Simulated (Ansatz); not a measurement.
# FH₂InOS: up Jacob's ladder to CCSD(T)

How much do the methods differ for FH₂InOS? The plan is to run it at one geometry with functionals of several rungs and with coupled cluster. The yardstick is the atomisation energy at the CCSD(T) limit.

Computed with Ansatz 0.2.0, Gaussian basis. Level: functionals in def2-TZVPP, the program's frozen cores in correlated methods.

Levels to be run: PBE-D4, r2SCAN-D4, PBE0-D4, B3LYP-D4, ωB97X-V, ωB97M-V, B2PLYP; CCSD(T)/def2-TZVPP; CCSD(T)/def2-QZVPP; extrapolation to the limit.

### 1 The geometry

An earlier PBE0-D4 in a triple-zeta def2 set relaxation fixed the geometry. In takes the def2 core potential; no spin-orbit term is included.

SMILES `[OH][In]([F])[SH]`, 6 atoms, charge 0, spin multiplicity 1.

Atoms are counted from 1 here; the program's logs count them from 0.

Bond lengths: O1–In2 1.966 Å, O1–H5 0.962 Å, In2–F3 1.947 Å, In2–S4 2.345 Å, S4–H6 1.345 Å. Angles: In2–O1–H5 111.2°, O1–In2–F3 112.4°, O1–In2–S4 127.5°, F3–In2–S4 120.1°, In2–S4–H6 92.2°.

### 2 PBE-D4 (GGA)

in.yaml

```yaml
crystal:
  periodic: [false, false, false]
  atoms:
    - {symbol: O, position_ang: [-1.272203, -1.130129, 0.160794]}
    - {symbol: In, position_ang: [0.406422, -0.112150, 0.050047]}
    - {symbol: F, position_ang: [1.970813, -1.221003, 0.386859]}
    - {symbol: S, position_ang: [0.664230, 2.169897, -0.422090]}
    - {symbol: H, position_ang: [-1.105709, -2.054193, 0.369215]}
    - {symbol: H, position_ang: [-0.663563, 2.347568, -0.544825]}
basis:
  gaussian: {orbitals: def2-TZVPP}
hamiltonian: {xc: pbe, dispersion: d4}
output: {forces: true, orbitals: {seedname: orbitals}}
```

Started as:

```bash
> ansatz run in.yaml --threads 2 --pin off --events-out ev --progress --plain --max-ram 32768MiB --backend cpu
```

Further steps of the session: r2SCAN-D4 (meta-GGA); PBE0-D4 (hybrid); B3LYP-D4 (hybrid); ωB97X-V (range-separated); ωB97M-V (range-separated); B2PLYP (double hybrid); CCSD(T) in def2-TZVPP; CCSD(T) in def2-QZVPP.

Before running them: what should the planned runs give, taken together? Wanted: atomisation energy, CCSD(T)/CBS; farthest; mean size of error, hybrid; mean size of error, range-separated; gap, smallest and largest; T1 diagnostic; triples share of the correlation energy.

As calculated:

| quantity | value |
| --- | --- |
| atomisation energy, CCSD(T)/CBS | 1838.0 kJ/mol |
| functionals within 18.4 kJ/mol (1.0 %) | PBE-D4, ωB97X-V |
| farthest | B2PLYP (-64.0 kJ/mol) |
| mean size of error, hybrid | 60.2 kJ/mol |
| mean size of error, range-separated | 15.8 kJ/mol |
| gap, smallest and largest | 3.85 eV (PBE-D4), 10.46 eV (ωB97X-V) |
| T1 diagnostic | 0.0162 |
| triples share of the correlation energy | 3.5 % |

**Reading.** PBE-D4 misses by +12.6 kJ/mol. Double hybrids carry the basis error of their MP2 part in triple zeta, and no dispersion term here, so their miss is partly the set-up's. Misses under about 18.4 kJ/mol are within the doubt on the reference itself, which lacks core-valence correlation, spin-orbit coupling and higher excitations, and its outer-core shells are covered unevenly. All levels share the lack of spin-orbit coupling, which lowers the free heavy atoms and so the true binding. Hartree-Fock recovers 63 % of the binding; the rest is correlation. Orbital gaps span 3.8 to 10.5 eV; exact exchange widens them. Correlated methods include outer-core shells of In, which these sets cover unevenly.
